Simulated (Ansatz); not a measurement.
**Ca (hcp type): how the settings move a single-point run**

How sensitive is a single-point run of Ca (hcp type) to its settings? A reference run comes first, then one run with altered input.

Computed with Ansatz 0.2.0 (reference: DFT, LDA, all-electron LAPW, scalar-relativistic, unless a step's input says otherwise).

1 further run of the same task is left out (it didn't finish). Runs told in other sessions of the task aren't counted.

## (1) The starting structure

Symmetry: P6_3/mmc, No. 194, hexagonal system. Conventional cell: a = 3.463 Å, b = 3.463 Å, c = 5.746 Å, α = 90.00°, β = 90.00°, γ = 120.00°. Ca (site symmetry -6m2) is surrounded by 12 Ca at 3.46 to 3.50 Å.

Coordinates:

```cif
data_structure
_symmetry_space_group_name_H-M 'P6_3/mmc'
_symmetry_Int_Tables_number 194
_cell_length_a 3.4631
_cell_length_b 3.4631
_cell_length_c 5.7464
_cell_angle_alpha 90.000
_cell_angle_beta 90.000
_cell_angle_gamma 120.000
_cell_volume 59.68
loop_
_atom_site_label
_atom_site_type_symbol
_atom_site_symmetry_multiplicity
_atom_site_Wyckoff_symbol
_atom_site_fract_x
_atom_site_fract_y
_atom_site_fract_z
_atom_site_occupancy
Ca1 Ca 2 c 0.33333 0.66667 0.25000 1
```

## (2) The reference run

The input, input.yaml:

```yaml
crystal:
  lattice:
    - [3.4631138672, 0.0, 0.0]
    - [-1.7315569336, 2.9991445852, 0.0]
    - [0.0, 0.0, 5.7464457788]
  atoms:
    - { symbol: Ca, position: [0.3333333333, 0.6666666667, 0.25] }
    - { symbol: Ca, position: [0.6666666667, 0.3333333333, 0.75] }
kpoints:
  mp_grid: { grid: [12, 12, 6] }
scf:
  occupations: { method: fermi_dirac, width: 0.05 }
hamiltonian:
  xc: lda
  pseudopotentials: { kind: all_electron, lapw: { basis_error: 0.001 } }
output:
  forces: true
  stress: true
  eigenvalues: true
  populations: true
```

Started as:

```console
$ ansatz run input.yaml --threads 1 --pin off --max-ram 2048MiB --backend cpu --events-out ev --progress --plain --runs-dir out
```

## (3) Variant: dispersion d4

Edit input.yaml of step 2 so:

```diff
@@ -15,2 +15,3 @@
   pseudopotentials: { kind: all_electron, lapw: { basis_error: 0.001 } }
+  dispersion: d4
 output:
```

Q: Predict the outcome of this session. Wanted: for each run, ending; energy change; pressure; gap; force.

As calculated:

| run | ending | energy change | pressure (GPa) | gap (eV) | force (eV/Å) | cycles | time |
| --- | --- | --- | --- | --- | --- | --- | --- |
| reference | converged | 0 | 6.9 | 0.00 | 0.00 | 7 | 6.9 s |
| 1: dispersion d4 | converged | -110.2 meV/atom (offset of the dispersion model) | 6.3 | 0.00 | 0.00 | 7 | 7 s |

Residual by cycle in the longest SCF loop of each run; runs are numbered as in the table. The quantity is the density residual dr2, in eV.

| cycle | reference | run 1 |
| --- | --- | --- |
| 1 | 0.0279 | 0.0279 |
| 2 | 0.0174 | 0.0174 |
| 3 | 0.00542 | 0.00542 |
| 4 | 1.7e-4 | 1.7e-4 |
| 5 | 5.3e-6 | 5.3e-6 |
| 6 | 8.8e-7 | 8.8e-7 |
| 7 | 1.1e-8 | 1.1e-8 |

The energy moves by -110.2 meV/atom, nearly all of it the dispersion term itself (-110.2 meV/atom); that offset belongs to the model and is no gain or loss of stability; the pressure goes from 6.9 to 6.3 GPa. The damping parameters are borrowed, as the log notes.
